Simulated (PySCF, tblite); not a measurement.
# C9H13B: geometry, infrared bands and NMR shifts

Aim: predict the infrared bands and NMR shifts of C9H13B (`C=CBC1=CCC=CCC1`).

Programs: tblite 0.8.0 and PySCF 2.14.0, with density-fitted response routines of our own. Each step states its level of theory. These are calculated values for one molecule in the gas phase, unless marked as measured. Atoms count from 0, in the outputs and in this text.

### 1 The molecule as given

23 atoms, charge 0, multiplicity 1; geometry from: force field or distance geometry start.

Bonds of the start (Å): C0–C1 1.32, C1–B2 1.58, B2–C3 1.59, C3–C4 1.33, C4–C5 1.51, C5–C6 1.49, C6–C7 1.33, C7–C8 1.47, C8–C9 1.48, C9–C3 1.46, C0–H10 1.09, C0–H11 1.09, C1–H12 1.07, B2–H13 1.18, C4–H14 1.09, C5–H15 1.08, C5–H16 1.12, C6–H17 1.08, C7–H18 1.11, C8–H19 1.12, C8–H20 1.13, C9–H21 1.13, C9–H22 1.11.

### 2 Geometry optimisation with GFN2-xTB

What the job is given:

```
{"job": {"kind": "relax", "xc": "GFN2-xTB", "basis": "xTB"}, "charge": 0, "multiplicity": 1}
C      3.997800    -0.004300    -0.178300
C      2.811700    -0.554700    -0.377900
B      1.656600    -0.362100     0.678500
C      0.284400     0.093100     0.004800
C     -0.128700     1.309600     0.336600
C     -1.398200     1.926900    -0.192000
C     -2.541100     1.010100     0.057000
C     -2.610900    -0.313300    -0.034600
C     -1.665600    -1.377100    -0.410200
C     -0.322700    -0.930500    -0.849000
H      4.761600    -0.178000    -0.938800
H      4.181100     0.606600     0.700500
H      2.594000    -1.169000    -1.220900
H      1.544600    -1.230800     1.464900
H      0.487300     1.906900     1.004600
H     -1.291800     2.193300    -1.234300
H     -1.626400     2.866400     0.373300
H     -3.454200     1.484200     0.370400
H     -3.623400    -0.680300     0.226500
H     -1.590000    -2.193100     0.353100
H     -2.130400    -1.888700    -1.300000
H      0.348700    -1.836900    -0.805800
H     -0.289200    -0.651300    -1.926700
```

Run with:

```bash
$ OMP_NUM_THREADS=1 python probes_run.py task.json out
```

One launch serves the whole session: the jobs run in the order shown.

**Question.** This job is followed by: GFN2-xTB harmonic vibrations, gas phase; GIAO PBE0/pcSseg-1 NMR shielding, non-relativistic, gas phase. What will the session give for the following? strongest single infrared mode (GFN2-xTB); zero-point energy (GFN2-xTB); 13C shifts against TMS (PBE0/pcSseg-1); 1H shifts against TMS (PBE0/pcSseg-1, means over atoms taken as alike); 11B shifts against BF3·OEt2 (PBE0/pcSseg-1).

As calculated:

```
                                                              quantity                                                           value
                             strongest single infrared mode (GFN2-xTB)                                           1630 cm⁻¹, 265 km/mol
                                          zero-point energy (GFN2-xTB)                                                  120.5 kcal/mol
                                13C shifts against TMS (PBE0/pcSseg-1)  176.7, 161.2, 157.3, 150.6, 139.9, 129.7, 32.5, 31.6, 29.4 ppm
1H shifts against TMS (PBE0/pcSseg-1, means over atoms taken as alike)  7.60, 7.43, 7.01, 6.79, 6.17, 5.83, 5.79, 3.29, 2.93, 2.19 ppm
                           11B shifts against BF3·OEt2 (PBE0/pcSseg-1)                                                        61.0 ppm
```

In words: The optimisation took 184 steps and gained 1.196 eV; among the close pairs (by a distance rule), C8–C9 changed most, from 1.482 to 1.530 Å. The lowest mode is imaginary (20i cm⁻¹), so the xTB geometry is not a minimum. The strongest single mode, at 1630 cm⁻¹, moves mainly C4 and C3. Unscaled tight-binding wavenumbers are off by several per cent, some by more. Its intensities can rank the bands wrongly. At PBE0/pcSseg-1: The widest tensor belongs to C1: span 272 ppm, with a paramagnetic part of -223 ppm.
